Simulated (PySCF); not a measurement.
**BI−: from the state search to spectroscopic constants**

One job finds the state of BI−, follows it along the bond with each method and fits the curves.

The runs use PySCF 2.14.0; B def2-SVPD, I def2-SVPD with ECP28, scalar-relativistic core potentials.

1 further run of the same task is left out (it didn't finish).

### 1 Input

The job is set up so:

```
atoms                         : B, I
charge                        : -1
basis                         : B def2-SVPD, I def2-SVPD with ECP28
Hamiltonian                   : scalar-relativistic core potentials
basis functions               : 55
electrons treated             : 31
masses in u                   : 11.0093, 126.9045
levels                        : PBE0, PBE, r²SCAN, B2PLYP, LDA, BP86, LC-ωPBE, HF, MP2, SCS-MP2
grid                          : 80 radial by 434 angular points
occupations                   : held fixed by the projection of orbital angular momentum
dissociation limit            : B + I−, each in its ground configuration
starting distance in angstrom : 2.225
values of 2S to try           : 1, 3
```

The run is started by

```console
$ OMP_NUM_THREADS=1 python dia.py task.json out
```

The runs that follow: First curve: PBE0; Other states along the same grid; PBE; r²SCAN (meta-GGA); B2PLYP (double hybrid); LDA; BP86 (GGA); LC-ωPBE; UHF.

**Question.** What will these runs give? Wanted: for each run, Re; ωe; De; μ.

The runs gave:

Lowest PBE0 solution found, without spin–orbit coupling: ²Π (doublet), unpaired electrons π ↑. State 2 has its PBE0 minimum 1.47 eV higher. The other levels ran on the lowest alone.

```csv
level,Re (Å),ωe (cm⁻¹),De (eV),μ (D)
UHF,2.701,157.0,0.334,3.58
UHF-MP2,2.414,294.3,0.77,n/a
UHF-SCS-MP2,2.449,270.8,0.66,n/a
LDA,2.316,374,1.67,5.79
PBE,2.381,338,1.33,5.56
BP86,2.399,327,1.24,5.49
r²SCAN,2.397,325,1.22,5.56
PBE0,2.383,332,1.16,5.48
LC-ωPBE,2.371,330,0.97,5.59
B2PLYP,2.430,292.9,0.87,5.11
```

De is counted to B + I− in their ground configurations. A positive dipole points from B to I; in an ion it is taken about the centre of mass and does not tell which atom is negative.

What this shows: The methods spread over 0.385 Å in bond length, from LDA to UHF. Among the levels with a De in the table, it runs from 0.334 eV (UHF) to 1.67 eV (LDA).

Correlated steps freeze 5 core orbitals. Spin–orbit coupling is left out, which matters for elements this heavy, above all for dissociation energies. B2PLYP dipoles, levels and charges come from its SCF part alone. With some functionals the highest level of the anion is positive, from self-interaction error or because the anion is truly unbound there; the finite basis then holds the extra electron, and no neutral molecule was run to test the binding. With spin–orbit coupling the term label itself may not hold.
